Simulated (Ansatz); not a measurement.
# CH4AlBF2Si: a ladder of functionals and wavefunction methods

An exercise on one series of results from a longer session: the logs are not shown, and one member is left open.

The runs use Ansatz 0.2.0, Gaussian basis; functionals in def2-TZVPP, the program's frozen cores in correlated methods.

Plan: PBE-D4, r2SCAN-D4, PBE0-D4, B3LYP-D4, ωB97X-V, ωB97M-V, B2PLYP; CCSD(T)/def2-TZVPP; MP2/def2-QZVPP; extrapolation to the limit.

## Structure used throughout

All runs share one geometry, relaxed beforehand with PBE0-D4 in a triple-zeta def2 set.

SMILES `FB1C[Si]1(F)[AlH2]`, 10 atoms, charge 0, spin multiplicity 1.

Atoms are counted from 1 here; the program's logs count them from 0.

Bond lengths: F1–B2 1.315 Å, B2–C3 1.505 Å, B2–Si4 1.944 Å, C3–Si4 1.994 Å, C3–H7 1.095 Å, C3–H8 1.089 Å, Si4–F5 1.613 Å, Si4–Al6 2.431 Å, Al6–H9 1.583 Å, Al6–H10 1.588 Å. Angles: F1–B2–C3 135.0°, F1–B2–Si4 145.6°, C3–B2–Si4 69.3°, B2–C3–Si4 65.8°, B2–C3–H7 116.9°, B2–C3–H8 125.4°, Si4–C3–H7 92.9°, Si4–C3–H8 135.5°, H7–C3–H8 111.4°, B2–Si4–C3 44.9°, B2–Si4–F5 116.1°, B2–Si4–Al6 128.2°, C3–Si4–F5 119.3°, C3–Si4–Al6 110.2°, F5–Si4–Al6 115.4°, Si4–Al6–H9 123.3°, Si4–Al6–H10 114.7°, H9–Al6–H10 121.9°.

The first run:

File in.yaml:

```yaml
crystal:
  periodic: [false, false, false]
  atoms:
    - {symbol: F, position_ang: [-1.116717, -2.657799, 1.169588]}
    - {symbol: B, position_ang: [-0.528668, -1.590595, 0.674514]}
    - {symbol: C, position_ang: [0.546096, -1.347892, -0.351074]}
    - {symbol: Si, position_ang: [-0.791556, 0.123956, -0.203859]}
    - {symbol: F, position_ang: [-2.002366, 0.198567, -1.266390]}
    - {symbol: Al, position_ang: [0.326673, 2.233582, 0.253927]}
    - {symbol: H, position_ang: [1.376573, -0.698523, -0.054807]}
    - {symbol: H, position_ang: [0.847463, -2.048947, -1.127518]}
    - {symbol: H, position_ang: [-0.369466, 3.643510, 0.067662]}
    - {symbol: H, position_ang: [1.795169, 2.092843, 0.840955]}
basis:
  gaussian: {orbitals: def2-TZVPP}
hamiltonian: {xc: pbe, dispersion: d4}
output: {forces: true, orbitals: {seedname: orbitals}}
```

Launch:

```bash
ansatz run in.yaml --threads 4 --pin off --events-out ev --progress --plain --max-ram 10444MiB
```

Among the steps run: PBE-D4 (GGA); r2SCAN-D4 (meta-GGA); PBE0-D4 (hybrid); B3LYP-D4 (hybrid); ωB97X-V (range-separated); ωB97M-V (range-separated); B2PLYP (double hybrid); CCSD(T) in def2-TZVPP; MP2 in def2-QZVPP.

One of the session's tables, all rows but one given; the rest of the session is left out.

| method | atomisation energy (kJ/mol) |
| --- | --- |
| PBE-D4 | 3654.5 |
| r2SCAN-D4 | 3613.2 |
| PBE0-D4 | 3579.8 |
| B3LYP-D4 | 3561.7 |
| ωB97X-V | 3591.0 |
| ωB97M-V | ? |
| B2PLYP | 3530.3 |
| HF/def2-TZVPP | 2645.0 |
| MP2/def2-TZVPP | 3566.0 |
| CCSD/def2-TZVPP | 3408.8 |
| CCSD(T)/def2-TZVPP | 3469.2 |
| MP2/CBS | 3665.2 |
| CCSD(T)/CBS | 3568.3 |

Q: Estimate the row for ωB97M-V from the others.

**Answer.** atomisation energy (kJ/mol): 3583.2. In the column «atomisation energy (kJ/mol)» it lies between PBE0-D4 (3579.8) and ωB97X-V (3591.0).
